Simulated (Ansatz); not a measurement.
**CH7BGe (SMILES C[BH][GeH3]) at 6 levels**

Wanted: a comparison of 6 runs (B3LYP/6-31G*, B2PLYP/def2-SVP, B3LYP/def2-SVP, SVWN5/def2-SVP, r2SCAN0/def2-SVP, wB97M-V/def2-SVP) of CH7BGe. 

The calculation is run with Ansatz 0.2.0.

69 further runs of the same task are left out: 69 set aside as unsound or not needed.

**1. Starting point**

CH7BGe: 10 atoms, total charge 0, spin state singlet. SMILES: `C[BH][GeH3]`. The C1–H4 distance was set to 1.639 Å, away from the relaxed value. At this shape a bond of the SMILES string is far longer than usual.

Bond lengths: C1–B2 1.548 Å, B2–Ge3 2.066 Å, C1–H5 1.106 Å, C1–H6 1.091 Å, B2–H7 1.200 Å, Ge3–H8 1.544 Å, Ge3–H9 1.542 Å, Ge3–H10 1.542 Å. Some angles: C1–B2–Ge3 123.5°, C1–B2–H7 119.3°, Ge3–B2–H7 117.1°, B2–C1–H5 102.9°, B2–C1–H6 116.2°, B2–Ge3–H8 109.4°, B2–Ge3–H9 113.8°, B2–Ge3–H10 112.1°, H5–C1–H6 106.0°, H8–Ge3–H9 107.1°. A long bond or contact: C1–H4 1.639 Å.

**2. The energy at B3LYP/6-31G(d) (spherical functions) (run 1)**

Input file in.yaml:

```yaml
crystal:
  periodic: [false, false, false]
  atoms:
    - {symbol: C, position_ang: [-0.830671, 0.897747, -0.191072]}
    - {symbol: B, position_ang: [0.366729, -0.073253, -0.331072]}
    - {symbol: Ge, position_ang: [1.491929, -0.734853, 1.270228]}
    - {symbol: H, position_ang: [-1.972600, 0.748500, -1.357000]}
    - {symbol: H, position_ang: [-0.366671, 1.887047, -0.360972]}
    - {symbol: H, position_ang: [-1.296471, 0.948447, 0.794428]}
    - {symbol: H, position_ang: [0.706629, -0.431953, -1.424372]}
    - {symbol: H, position_ang: [1.299029, -2.257653, 1.436928]}
    - {symbol: H, position_ang: [1.109829, -0.079153, 2.612628]}
    - {symbol: H, position_ang: [3.001129, -0.508553, 1.050728]}
basis:
  gaussian:
    orbitals: 6-31G_st_-spherical.json
magnetization:
  spin_polarized: false
  initial_magnetization: 0
hamiltonian:
  xc: {name: B3LYP}
accuracy: high
output: {orbitals: {seedname: orbitals}}
```

The basis set 6-31G* is read from a file made from the Basis Set Exchange's data (not shown).

Run with:

```sh
ansatz run in.yaml --threads 1 --pin off --max-ram 3480MiB --events-out events.jsonl --progress --plain --runs-dir runs
```

The log of the run:

```text
Warning: RAYON_NUM_THREADS=1 ignored (pool sized by the plan → 1); use --threads N
Functional definition: B3LYP
  name "B3LYP"
  parameter a0 = 0.2
  parameter ax = 0.72
  parameter ac = 0.81
  exchange = (1 - a0 - ax)*slater_x + ax*b88_x + a0*exact_x
  correlation = (1 - ac)*vwn_rpa_c + ac*lyp_c
1738 factors; integrals over basis functions are off by at most 1.3e-8 eV
mean field evaluation 1: about -58332.4890 eV, gradient 4.0e1 eV
mean field evaluation 2: about -58328.8228 eV, gradient 5.0e1 eV
mean field evaluation 4: about -58336.5372 eV, gradient 1.2e0 eV
mean field evaluation 8: about -58336.6621 eV, gradient 1.4e-1 eV
mean field evaluation 16: about -58336.6621 eV, gradient 1.3e-5 eV
mean field -58336.66214101 eV, -2143.8327916724 hartree, gradient 1.8e-8 eV, S^2 0.000000; 0 other end points of the search recorded, 0 dependent functions left out
reference -58336.66218606 eV, -2143.8327933279 hartree; 25, 25 occupied and 49, 49 virtual orbitals, 1738 factors
Total energy: -58336.66218606 eV, -2143.8327933279 hartree
```

Wall time 7.2 s (1 thread of Arm Neoverse V2, shared host); peak memory 0.24 GiB.

**3. The energy at B2PLYP/def2-SVP (run 2)**

Input file in.yaml:

```yaml
basis:
  gaussian:
    orbitals: def2-SVP
crystal:
  periodic: [false, false, false]
  atoms:
    - symbol: C
      position_ang: [-0.830671, 0.897747, -0.191072]
    - symbol: B
      position_ang: [0.366729, -0.073253, -0.331072]
    - symbol: Ge
      position_ang: [1.491929, -0.734853, 1.270228]
    - symbol: H
      position_ang: [-1.972600, 0.748500, -1.357000]
    - symbol: H
      position_ang: [-0.366671, 1.887047, -0.360972]
    - symbol: H
      position_ang: [-1.296471, 0.948447, 0.794428]
    - symbol: H
      position_ang: [0.706629, -0.431953, -1.424372]
    - symbol: H
      position_ang: [1.299029, -2.257653, 1.436928]
    - symbol: H
      position_ang: [1.109829, -0.079153, 2.612628]
    - symbol: H
      position_ang: [3.001129, -0.508553, 1.050728]
magnetization:
  spin_polarized: false
  initial_magnetization: 0
hamiltonian:
  xc: {name: B2PLYP}
correlation:
  frozen_orbitals: {B: 1, C: 1, Ge: 9, H: 0}
accuracy: high
output: {orbitals: {seedname: orbitals}}
```

Run with:

```sh
ansatz run in.yaml --threads 1 --pin off --max-ram 3480MiB --events-out events.jsonl --progress --plain --runs-dir runs
```

The log of the run, shortened:

```text
Warning: RAYON_NUM_THREADS=1 ignored (pool sized by the plan → 1); use --threads N
Functional definition: B2PLYP
  name "B2PLYP"
[...]
2176 factors; integrals over basis functions are off by at most 9.1e-9 eV
[...]
mean field -58317.44687669 eV, -2143.1266437333 hartree, gradient 6.1e-8 eV, S^2 0.000000; 0 other end points of the search recorded, 0 dependent functions left out
11 core orbitals not correlated: weight in the atoms' cores, before any rotation towards them, 1.000 or more for the frozen orbitals, at most 0.000 for the correlated occupied ones
reference -58317.44690511 eV, -2143.1266447776 hartree; 14, 14 occupied and 70, 70 virtual orbitals, 2176 factors
second order -15.82110703 eV of doubles, -0.00000000 eV of singles
Total energy: -58321.71860401 eV, -2143.2836268166 hartree
```

Wall time 11 s (1 thread of Arm Neoverse V2, shared host); peak memory 0.33 GiB.

Runs 3 to 5 aren't shown in full; the table further down has their settings and results.

**4. A single-point energy at wB97M-V/def2-SVP (run 6)**

Input file in.yaml:

```yaml
crystal:
  periodic: [false, false, false]
  atoms:
    - {symbol: C, position_ang: [-0.830671, 0.897747, -0.191072]}
    - {symbol: B, position_ang: [0.366729, -0.073253, -0.331072]}
    - {symbol: Ge, position_ang: [1.491929, -0.734853, 1.270228]}
    - {symbol: H, position_ang: [-1.972600, 0.748500, -1.357000]}
    - {symbol: H, position_ang: [-0.366671, 1.887047, -0.360972]}
    - {symbol: H, position_ang: [-1.296471, 0.948447, 0.794428]}
    - {symbol: H, position_ang: [0.706629, -0.431953, -1.424372]}
    - {symbol: H, position_ang: [1.299029, -2.257653, 1.436928]}
    - {symbol: H, position_ang: [1.109829, -0.079153, 2.612628]}
    - {symbol: H, position_ang: [3.001129, -0.508553, 1.050728]}
basis:
  gaussian: {orbitals: def2-SVP}
hamiltonian: {xc: {name: wB97M-V}}
accuracy: high
output: {orbitals: {seedname: orbitals}}
```

Run with:

```sh
ansatz run in.yaml --threads 1 --pin off --max-ram 3480MiB --events-out events.jsonl --progress --plain --runs-dir runs
```

The log of the run, shortened:

```text
Warning: RAYON_NUM_THREADS=1 ignored (pool sized by the plan → 1); use --threads N
Functional definition: wB97M-V
  name "wB97M-V"
[...]
  gx(w, u) = 1 - cx + cx01*u + cx10*w
  gss(w, u) = css00 + css04*u^4 + css10*w + css20*w^2 + css43*w^4*u^3
  gos(w, u) = cos00 + cos10*w + (cos20 + cos21*u)*w^2 + (cos60 + cos61*u)*w^6
[...]
      + integral(e_c_pw_mod_opposite_spin*gos(b97_w_opposite, b97_u_opposite)) + vv10(b, c)
2176 factors; integrals over basis functions are off by at most 9.1e-9 eV
403 factors; integrals over basis functions are off by at most 2.1e-9 eV
[...]
mean field -58329.64605721 eV, -2143.5749553485 hartree, gradient 7.7e-8 eV, S^2 0.000000; 0 other end points of the search recorded, 0 dependent functions left out
reference -58329.64606214 eV, -2143.5749555296 hartree; 25, 25 occupied and 70, 70 virtual orbitals, 2176 factors
Total energy: -58329.64606214 eV, -2143.5749555296 hartree
```

Run time: 68 s. Hardware: 1 thread of Arm Neoverse V2, shared host; peak memory 0.62 GiB.

**5. The series**

```csv
run,level,frozen core orbitals,energy (Eh),HOMO energy (eV),LUMO energy (eV),HOMO–LUMO gap (eV),wall time
1,B3LYP/6-31G* (spherical functions),–,-2143.832793,-7.42,-1.92,5.50,7.2 s
2,B2PLYP/def2-SVP,11,-2143.283627,-8.71,-0.58,8.13,11 s
3,B3LYP/def2-SVP,–,-2143.812595,-7.52,-2.13,5.39,8.1 s
4,SVWN5/def2-SVP,–,-2139.892364,-6.60,-3.05,3.55,4.5 s
5,r2SCAN0/def2-SVP,–,-2143.676854,-7.89,-1.81,6.09,15 s
6,wB97M-V/def2-SVP,–,-2143.574956,-9.78,0.08,9.86,68 s
```

**6. What came out**

```
            quantity           value
 run 6: total energy  -2143.57496 Eh
  run 6: HOMO energy        -9.78 eV
  run 6: LUMO energy         0.08 eV
run 6: HOMO–LUMO gap         9.86 eV
```

**Reading.** The HOMO–LUMO gap runs from 3.55 eV (SVWN5/def2-SVP) to 9.86 eV (wB97M-V/def2-SVP). Totals of different functionals can't be ranked against each other. All runs together took 1.9 min, the longest 68 s.
